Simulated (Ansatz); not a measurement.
# TiIn2Te3: the cost of one run

Computed with Ansatz 0.2.0 (DFT PBE, scalar-relativistic, plane waves, PAW, unless a step's input says otherwise).

1 further run of the same task is left out (it didn't finish).

### 1 The structure to begin with

The structure is hexagonal, space group P6mm (No. 183). The conventional cell has a = 6.367 Å, b = 6.367 Å, c = 4.472 Å, α = 90.00°, β = 90.00°, γ = 120.00°. Ti (site symmetry 6mm) has 6 In at 3.69 Å and 12 Te at 3.72 to 4.08 Å in its first shell of neighbours. Around In (site symmetry 3m) lie 6 Te at 2.88 to 2.91 Å. Te (site symmetry 2mm) is surrounded by 4 In at 2.88 to 2.91 Å and 4 Te at 3.18 Å and 4 Ti at 3.72 to 4.08 Å.

Structure file:

```cif
data_structure
_symmetry_space_group_name_H-M 'P6mm'
_symmetry_Int_Tables_number 183
_cell_length_a 6.3673
_cell_length_b 6.3673
_cell_length_c 4.4722
_cell_angle_alpha 90.000
_cell_angle_beta 90.000
_cell_angle_gamma 120.000
_cell_volume 157.02
loop_
_atom_site_label
_atom_site_type_symbol
_atom_site_symmetry_multiplicity
_atom_site_Wyckoff_symbol
_atom_site_fract_x
_atom_site_fract_y
_atom_site_fract_z
_atom_site_occupancy
Ti1 Ti 1 a 0.00000 0.00000 0.88881 1
In1 In 2 b 0.66667 0.33333 0.96314 1
Te1 Te 3 c 0.50000 0.50000 0.45952 1
```

Recipe of the guess: species swapped into a database cell of ErCo3Ge2 (P6mm, No. 183), with Ti on the Er sites, Te on the Co sites and In on the Ge sites. Lengths come from tabulated atomic sizes and are only a guess.

### 2 The guess as it stands, on a coarse mesh

input.yaml

```yaml
crystal:
  lattice:
    - [6.36725427, 0.0, 0.0]
    - [-3.18362713, 5.51420395, 0.0]
    - [0.0, 0.0, 4.47216553]
  atoms:
    - { symbol: Ti, position: [0.0, 0.0, 0.88881302] }
    - { symbol: In, position: [0.66666667, 0.33333333, 0.96313798] }
    - { symbol: In, position: [0.33333333, 0.66666667, 0.96313798] }
    - { symbol: Te, position: [0.5, 0.5, 0.45951599] }
    - { symbol: Te, position: [0.5, 0.0, 0.45951599] }
    - { symbol: Te, position: [0.0, 0.5, 0.45951599] }
basis:
  ecutwfc: 420
kpoints:
  mp_grid: { grid: [3, 3, 4] }
hamiltonian:
  xc: pbe
scf:
  occupations: { method: gaussian, width: 0.1 }
  lower_state_search: "off"
output:
  forces: true
  stress: true
  eigenvalues: true
```

Run with:

```bash
$ ansatz run input.yaml --threads 1 --pin off --max-ram 2560MiB --backend cpu --events-out ev --progress --plain --runs-dir out
```

**Question.** How long does this run take on 1 thread of Intel Xeon at 2.50GHz (Skylake/Cascade Lake), shared host, and how much memory does it need?

About 14 s, with a peak of 0.42 GiB.
